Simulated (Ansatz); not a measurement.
# Cu2AgGeSe4: the cost of one run

Computed with Ansatz 0.2.0 (reference: DFT r2SCAN, plane waves, PAW, scalar-relativistic, no spin polarisation, unless a step's input says otherwise).

1 further run of the same task is left out (it didn't finish).

### Step 1. Starting point

Symmetry: I-42m, No. 121, tetragonal system. The conventional cell has a = 5.681 Å, b = 5.681 Å, c = 10.924 Å, α = 90.00°, β = 90.00°, γ = 90.00°. Ge (site symmetry -42m) is surrounded by 4 Se at 2.35 Å. Cu (site symmetry -4) is surrounded by 4 Se at 2.38 Å. Se (site symmetry m) is surrounded by 1 Ge at 2.35 Å and 2 Cu at 2.38 Å and 1 Ag at 2.62 Å. Ag (site symmetry -42m) is surrounded by 4 Se at 2.62 Å.

Coordinates:

```xyz
8
Lattice="0.0000 5.6809 0.0000 5.6809 0.0000 0.0000 2.8404 2.8404 -5.4619" Properties=species:S:1:pos:R:3 pbc="T T T"
Ge    2.8404    2.8404    0.0000
Cu    5.6809    2.8404   -2.7310
Cu    2.8404    5.6809   -2.7310
Se    4.3771    4.3771   -4.0014
Se    1.5367    4.1442   -1.4605
Se    6.9847    6.9847   -4.0014
Se    4.1442    1.5367   -1.4605
Ag    0.0000    0.0000    0.0000
```

### Step 2. The reference run

input.yaml

```yaml
crystal:
  lattice:
    - [0.0, 5.68089, 0.0]
    - [5.68089, 0.0, 0.0]
    - [2.840445, 2.840445, -5.461934]
  atoms:
    - { symbol: Ge, position: [0.5, 0.5, 0.0] }
    - { symbol: Cu, position: [0.25, 0.75, 0.5] }
    - { symbol: Cu, position: [0.75, 0.25, 0.5] }
    - { symbol: Se, position: [0.4042, 0.4042, 0.7326] }
    - { symbol: Se, position: [0.5958, 0.1368, 0.2674] }
    - { symbol: Se, position: [0.8632, 0.8632, 0.7326] }
    - { symbol: Se, position: [0.1368, 0.5958, 0.2674] }
    - { symbol: Ag, position: [0.0, 0.0, 0.0] }
  symmetry: { tolerance: 0.0003 }
kpoints:
  mp_grid: { grid: [4, 4, 4], shift: [0, 0, 0] }
magnetization:
  spin_polarized: false
scf:
  occupations: { method: cold, width: 0.0167 }
hamiltonian:
  pseudopotentials: { kind: paw }
  xc: r2scan
basis:
  ecutwfc: 500
output:
  forces: true
  stress: true
  eigenvalues: true
```

On the command line:

```console
$ ansatz run input.yaml --threads 1 --pin off --max-ram 2560MiB --backend cpu --events-out ev --progress --plain --runs-dir out
```

**Question.** How long does this run take on 1 thread of an Arm CPU, shared host, and how much memory does it need?

About 53 s, with a peak of 0.9 GiB.
